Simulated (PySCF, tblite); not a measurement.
# C2H11NOSi2, a small molecule taken as a stand-in for a surface group: NMR shifts, core binding energies and electronic excitations, part 2 of 2

tblite 0.8.0 and PySCF 2.14.0. Atoms count from 0, parts from 1. Earlier steps stand in the parts before.

## Step 5: Core holes by ΔSCF: SCAN, X2C

The job: settings as JSON, then the geometry in Å.

```
{"job": {"kind": "xps", "holes": 5}, "charge": 0, "multiplicity": 1}
Si     0.334517    -0.050055    -0.520068
C      1.828255    -0.393010     0.536130
C      0.099297    -1.346753    -1.850226
N     -1.139868    -0.021560     0.417637
Si    -1.551096     1.033911     1.735674
O      0.631141     1.461589    -1.177886
H      1.928831     0.363772     1.328956
H      1.753083    -1.382455     1.012453
H      2.746930    -0.367556    -0.070015
H      0.992973    -1.401214    -2.491248
H     -0.059326    -2.345045    -1.411860
H     -0.762424    -1.118427    -2.497773
H     -1.884142    -0.622630     0.075607
H     -2.425513     2.183197     1.331385
H     -0.284627     1.590314     2.296122
H     -2.282207     0.284978     2.805783
H     -0.108793     1.861508    -1.643635
```

Level: delta-SCF UKS SCAN, pcX-2 on the ionised atom, pcseg-1 elsewhere, spin-free X2C.

The log of the run:

```text
ground state, core basis on atom 0 (Si), 189 functions
  cycle   1  E = -792.88428761  |g| = 9.48e-01
  cycle   2  E = -792.58810533  |g| = 1.50e+00
  cycle   3  E = -793.06882855  |g| = 1.95e-01
  cycle   4  E = -793.07698773  |g| = 4.81e-02
  cycle   5  E = -793.07750270  |g| = 1.81e-02
  cycle   6  E = -793.07757755  |g| = 7.52e-03
  cycle   7  E = -793.07758831  |g| = 1.55e-03
  cycle   8  E = -793.07758991  |g| = 5.39e-04
  cycle   9  E = -793.07758892  |g| = 6.48e-05
  E(ground) = -793.11233287 Eh
hole in Si 2p of atom 0
  cycle   1  E = -788.80799553  |g| = 1.25e+00
  cycle   2  E = -788.58278484  |g| = 1.23e+00
  cycle   3  E = -789.07947825  |g| = 3.30e-01
  cycle   4  E = -789.12976671  |g| = 1.17e-01
  cycle   5  E = -789.13322283  |g| = 6.15e-02
  cycle   6  E = -789.13485160  |g| = 1.15e-02
  cycle   7  E = -789.13488025  |g| = 8.55e-03
  cycle   8  E = -789.13491495  |g| = 1.68e-03
  cycle   9  E = -789.13491535  |g| = 3.84e-04
  E(ion) = -789.18059652 Eh   <S^2> = 0.7519   hole on atom = 1.003   binding energy = 106.988 eV
  2p3/2 = 106.809 eV   2p1/2 = 107.435 eV
ground state, core basis on atom 1 (C), 178 functions
  cycle   1  E = -792.96923519  |g| = 6.39e-02
  cycle   2  E = -792.96914225  |g| = 3.83e-02
  cycle   3  E = -792.96932840  |g| = 2.69e-02
  cycle   4  E = -792.96946438  |g| = 7.65e-03
  cycle   5  E = -792.96947748  |g| = 9.01e-04
  cycle   6  E = -792.96947738  |g| = 3.40e-04
  E(ground) = -793.04508340 Eh
hole in C 1s of atom 1
  cycle   1  E = -781.74988774  |g| = 1.50e+00
  cycle   2  E = -781.23919300  |g| = 1.70e+00
  cycle   3  E = -782.27771967  |g| = 3.08e-01
  cycle   4  E = -782.30722390  |g| = 1.39e-01
  cycle   5  E = -782.31496734  |g| = 4.59e-02
  cycle   6  E = -782.31574629  |g| = 1.31e-02
  cycle   7  E = -782.31581920  |g| = 6.52e-03
  cycle   8  E = -782.31584219  |g| = 1.90e-03
  cycle   9  E = -782.31584433  |g| = 1.16e-03
  cycle  10  E = -782.31584412  |g| = 5.36e-04
  cycle  11  E = -782.31584440  |g| = 1.31e-04
  E(ion) = -782.39037447 Eh   <S^2> = 0.7670   hole on atom = 1.000   binding energy = 289.929 eV
ground state, core basis on atom 2 (C), 178 functions
  cycle   1  E = -792.96946096  |g| = 5.78e-02
  cycle   2  E = -792.96938617  |g| = 2.50e-02
  cycle   3  E = -792.96941454  |g| = 2.28e-02
  cycle   4  E = -792.96955111  |g| = 1.46e-03
  cycle   5  E = -792.96954989  |g| = 4.47e-04
  E(ground) = -793.04524448 Eh
hole in C 1s of atom 2
  cycle   1  E = -781.74289356  |g| = 1.50e+00
  cycle   2  E = -781.19223225  |g| = 1.73e+00
  cycle   3  E = -782.26237857  |g| = 3.40e-01
  cycle   4  E = -782.29019063  |g| = 2.18e-01
  cycle   5  E = -782.30828617  |g| = 4.94e-02
  cycle   6  E = -782.30896950  |g| = 2.11e-02
  cycle   7  E = -782.30915456  |g| = 8.31e-03
  cycle   8  E = -782.30918385  |g| = 3.71e-03
  cycle   9  E = -782.30919105  |g| = 9.50e-04
  cycle  10  E = -782.30919238  |g| = 4.91e-04
  E(ion) = -782.38394423 Eh   <S^2> = 0.7668   hole on atom = 1.000   binding energy = 290.109 eV
ground state, core basis on atom 3 (N), 178 functions
  cycle   1  E = -792.98592772  |g| = 7.23e-02
  cycle   2  E = -792.98591314  |g| = 1.67e-02
  cycle   3  E = -792.98586841  |g| = 2.14e-02
  cycle   4  E = -792.98598200  |g| = 3.03e-03
  cycle   5  E = -792.98598469  |g| = 5.26e-04
  cycle   6  E = -792.98598376  |g| = 1.30e-04
  E(ground) = -793.05924168 Eh
hole in N 1s of atom 3
  cycle   1  E = -777.42236463  |g| = 1.87e+00
  cycle   2  E = -776.68575448  |g| = 2.12e+00
  cycle   3  E = -778.07260286  |g| = 4.31e-01
  cycle   4  E = -778.11109055  |g| = 2.78e-01
  cycle   5  E = -778.13967109  |g| = 7.51e-02
  cycle   6  E = -778.14164191  |g| = 2.14e-02
  cycle   7  E = -778.14188050  |g| = 5.15e-03
  cycle   8  E = -778.14189433  |g| = 1.40e-03
  cycle   9  E = -778.14189602  |g| = 5.70e-04
  cycle  10  E = -778.14189555  |g| = 2.07e-04
  E(ion) = -778.21326456 Eh   <S^2> = 0.7650   hole on atom = 1.000   binding energy = 403.980 eV
ground state, core basis on atom 5 (O), 178 functions
  cycle   1  E = -793.00065417  |g| = 9.99e-02
  cycle   2  E = -792.99988418  |g| = 8.01e-02
  cycle   3  E = -793.00043334  |g| = 5.75e-02
  cycle   4  E = -793.00100630  |g| = 3.98e-03
  cycle   5  E = -793.00100853  |g| = 1.19e-03
  cycle   6  E = -793.00100925  |g| = 2.82e-04
  E(ground) = -793.07431042 Eh
hole in O 1s of atom 5
  cycle   1  E = -772.41136379  |g| = 2.22e+00
  cycle   2  E = -770.75043048  |g| = 2.51e+00
  cycle   3  E = -772.99664555  |g| = 6.99e-01
  cycle   4  E = -773.11758503  |g| = 4.76e-01
  cycle   5  E = -773.21932057  |g| = 1.37e-01
  cycle   6  E = -773.22769473  |g| = 3.08e-02
  cycle   7  E = -773.22816590  |g| = 1.04e-02
  cycle   8  E = -773.22822298  |g| = 2.40e-03
  cycle   9  E = -773.22822703  |g| = 9.01e-04
  cycle  10  E = -773.22822734  |g| = 2.88e-04
  E(ion) = -773.30239969 Eh   <S^2> = 0.7617   hole on atom = 1.000   binding energy = 538.021 eV
```

Wall time 1.8 min (1 thread of AMD EPYC, shared host); peak memory 0.73 GiB.

The holes in one table. −ε is the ground-state orbital energy:

```tsv
hole	stands for	environment	ΔSCF (eV; 2p as the shell's mean)	−ε (eV)	⟨S²⟩
Si2p on Si0	Si0	silicon bonded to 2 C, N, O	107.02	96.3	0.752
C1s on C1	C1	carbon bonded to Si, 3 H	289.93	272.9	0.767
C1s on C2	C2	carbon bonded to Si, 3 H	290.11	273.1	0.767
N1s on N3	N3	nitrogen bonded to 2 Si, H	403.98	385.4	0.765
O1s on O5	O5	oxygen bonded to Si, H	538.02	516.3	0.762
```

With the spin-orbit splitting: Si0 2p3/2 106.81, 2p1/2 107.43 eV. The table gives each 2p level as the mean over the whole 2p shell (two parts 2p3/2, one part 2p1/2), which differs a little from the single hole in the log.

## Step 6: TDDFT and polarisability: CAM-B3LYP/def2-SVPD

Settings changed since step 5:

```diff
@@ -1,2 +1,2 @@
-{"job": {"kind": "xps", "holes": 5}, "charge": 0, "multiplicity": 1}
+{"job": {"kind": "uv", "xc": "CAM-B3LYP", "basis": "def2-SVPD", "nstates": 6, "ntriplets": 2, "ip": true}, "charge": 0, "multiplicity": 1}
 Si     0.334517    -0.050055    -0.520068
```

Method: TDDFT CAM-B3LYP/def2-SVPD, vertical, gas phase, core orbitals frozen in the response.

The log of the run:

```text
coarse grid: 14392 points
cycle   1  E = -791.2605880978  dE =  2.913e-01  |g| = 7.974e-01  |ddm| = 5.247e+00
cycle   2  E = -791.2070020751  dE =  5.359e-02  |g| = 9.824e-01  |ddm| = 1.888e+00
cycle   3  E = -791.3906345206  dE = -1.836e-01  |g| = 8.866e-02  |ddm| = 9.759e-01
cycle   4  E = -791.3920677566  dE = -1.433e-03  |g| = 3.580e-02  |ddm| = 1.562e-01
cycle   5  E = -791.3923513350  dE = -2.836e-04  |g| = 9.163e-03  |ddm| = 4.794e-02
cycle   6  E = -791.3923688353  dE = -1.750e-05  |g| = 2.924e-03  |ddm| = 1.360e-02
cycle   7  E = -791.3923708419  dE = -2.007e-06  |g| = 3.870e-04  |ddm| = 4.116e-03
final grid: 127560 points
cycle   8  E = -791.5042687771  dE = -2.384e-05  |g| = 3.035e-03  |ddm| = 5.501e-02
cycle   9  E = -791.5042690129  dE = -2.358e-07  |g| = 3.023e-03  |ddm| = 9.087e-03
cycle  10  E = -791.5042711371  dE = -2.124e-06  |g| = 3.628e-04  |ddm| = 3.348e-03
cycle  11  E = -791.5042711606  dE = -2.346e-08  |g| = 1.805e-04  |ddm| = 5.154e-04
cycle  12  E = -791.5042711680  dE = -7.399e-09  |g| = 1.973e-05  |ddm| = 2.603e-04
cycle  13  E = -791.5042711681  dE = -8.663e-11  |g| = 1.155e-05  |ddm| = 4.858e-05
converged SCF energy = -791.5042711681

Static polarisability (au): isotropic 87.710, principal 79.984 85.347 97.798

Singlet excitations
state   eV       nm        f      main configurations
  1   6.3876    194.1   0.01439   H->L 0.81, H->L+2 0.10
  2   7.3343    169.0   0.03238   H->L+2 0.63, H-1->L 0.10, H->L 0.09
  3   7.6040    163.1   0.03794   H->L+1 0.56, H-1->L 0.28
  4   7.6403    162.3   0.01774   H-1->L 0.39, H->L+1 0.18, H->L+2 0.11
  5   7.9008    156.9   0.01705   H->L+6 0.38, H->L+4 0.30, H->L+7 0.08
  6   7.9993    155.0   0.01470   H->L+3 0.45, H->L+6 0.15, H->L+5 0.10

Triplet excitations (Tamm-Dancoff, eV): 6.0923 7.0535
Vertical ionisation energy (delta-SCF) = 9.4617 eV
```

Run time: 5.3 min. Hardware: 1 thread of AMD EPYC, shared host; peak memory 1.2 GiB.

The orbitals next to the gap, with their largest atomic shares:

```tsv
orbital	eV	atoms
HOMO−3	-10.96	Si4 24 %, O5 24 %, H14 18 %
HOMO−2	-10.63	O5 20 %, C1 14 %, N3 13 %
HOMO−1	-9.84	C2 26 %, O5 23 %, Si0 16 %
HOMO	-8.80	N3 52 %, Si4 12 %, H13 7 %
LUMO	0.71	Si0 19 %, Si4 15 %, O5 11 %
LUMO+1	1.59	Si4 47 %, H15 12 %, H13 12 %
LUMO+2	1.66	Si4 24 %, O5 19 %, H12 11 %
```

With each of the 6 states as a Gaussian band of 0.4 eV half-width at 1/e, the curve within the window shown has maxima at 193 nm (ε 590), 163 nm (ε 3,700) L/(mol cm). Beyond the last state computed it falls off for lack of states. The curve at chosen wavelengths:

(nm, ε (L/mol/cm)): (149, 721), (152, 1459), (154, 2046), (157, 2906), (159, 3357), (162, 3694), (164, 3647), (167, 3202), (169, 2732), (172, 1942), (175, 1238), (177, 884), (180, 554), (182, 456), (185, 439), (187, 477), (190, 549), (193, 587), (195, 579), (198, 518), (200, 454), (203, 342), (205, 270), (208, 176), (210, 126), (213, 73)

Further results of this job:

```tsv
property	computed
dipole moment (D)	1.98
polarisability (Å³)	13.00
HOMO–LUMO gap (eV)	9.51
−ε(HOMO) (eV)	8.80
```

## Step 7: Summary of results

What follows sums up all 2 parts.

```
                                                     quantity                                                                     value
                                                  point group                                                                        C1
                         rotational constants (main isotopes)                                                      3.21, 1.34, 1.29 GHz
                       ¹³C shifts against TMS (PBE0/pcSseg-1)                                                             0.8, -2.2 ppm
                        ¹H shifts against TMS (PBE0/pcSseg-1)  4.73, 4.64, 4.58, 0.97, 0.63, 0.18, 0.15, -0.03, -0.10, -0.14, -0.28 ppm
                      ²⁹Si shifts against TMS (PBE0/pcSseg-1)                                                            5.6, -58.5 ppm
                       ¹⁵N shifts against NH3 (PBE0/pcSseg-1)                                                                  27.2 ppm
                       ¹⁷O shifts against H2O (PBE0/pcSseg-1)                                                                  69.1 ppm
                        surface potential, 1st and 99th percentile                                                        -1.60 V and 1.85 V
                             C1s binding energies, SCAN/pcX-2                                                   C2 290.11, C1 289.93 eV
Si2p binding energies, SCAN/pcX-2 (standing for 1 of 2 atoms)                                                             Si0 107.02 eV
                             N1s binding energies, SCAN/pcX-2                                                              N3 403.98 eV
                             O1s binding energies, SCAN/pcX-2                                                              O5 538.02 eV
                         lowest singlet (CAM-B3LYP/def2-SVPD)                                               6.39 eV (194 nm), f = 0.014
                     brightest single state of those computed                                               state 3, 7.60 eV, f = 0.038
                                               lowest triplet                                                                   6.09 eV
                            vertical ionisation energy (ΔSCF)                                                                   9.46 eV
```

In words: Over 24 steps the energy fell by 0.190 eV; of the close pairs, C2–H11 changed most, 1.058 to 1.102 Å (PBE0/def2-SVP). At PBE0/pcSseg-1: The widest tensor belongs to Si4: span 106 ppm, with a paramagnetic part of -469 ppm. C2 (carbon bonded to Si, 3 H) binds its C1s electron 0.18 eV more tightly than C1 (carbon bonded to Si, 3 H). The first singlet state (HOMO→LUMO 0.81, HOMO→LUMO+2 0.10) lies at 6.39 eV and is weak; of the 6 states computed, the strongest absorption comes from state 3 at 7.60 eV. The lowest triplet lies 0.30 eV below the lowest singlet (triplets in Tamm-Dancoff, singlets in full TDDFT). The orbital energy would give 8.80 eV for ionisation, ΔSCF gives 9.46 eV. A capped cluster stands for the solid here, so long-range fields and strain are missing, and bands or shifts of the capping hydrogens have no counterpart in it.
